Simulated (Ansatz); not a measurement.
# ClHTa: the cost of one run

Computed with Ansatz 0.2.0, Gaussian basis. Level: def2-TZVPP, core rule «outside noble gas», up to 9 orbitals frozen.

To be run: UHF; ROHF; CCSD(T) on UHF.

## (1) The geometry

The geometry is a PBE0/def2-TZVP stationary point (not a proven minimum) of the parent state, kept for this charge and spin. No spin-orbit coupling is included. Elements past krypton take def2 core potentials.

3 atoms, charge 0, spin multiplicity 6.

Atoms are counted from 1 here; the program's logs count them from 0.

Bond lengths: Ta1–Cl2 2.311 Å, Ta1–H3 1.863 Å. Angles: Cl2–Ta1–H3 180.0°.

## (2) UHF

Input file in.yaml:

```yaml
crystal:
  periodic: [false, false, false]
  atoms:
    - {symbol: Ta, position_ang: [0.000000, 0.000000, 0.149600]}
    - {symbol: Cl, position_ang: [0.000000, 0.000000, -2.161700]}
    - {symbol: H, position_ang: [0.000000, 0.000000, 2.012100]}
basis:
  gaussian: {orbitals: def2-TZVPP}
magnetization: {spin_polarized: true, initial_magnetization: 5}
hamiltonian: {xc: hf}
output: {orbitals: {seedname: orbitals}}
```

The run is started by

```sh
$ ansatz run in.yaml --threads 1 --pin off --events-out ev --progress --plain --max-ram 4096MiB --backend cpu
```

**Question.** How long does this run take on 1 thread of AMD EPYC 7R13, shared host, and how much memory does it need?

About 8 s, with a peak of 0.3 GiB.
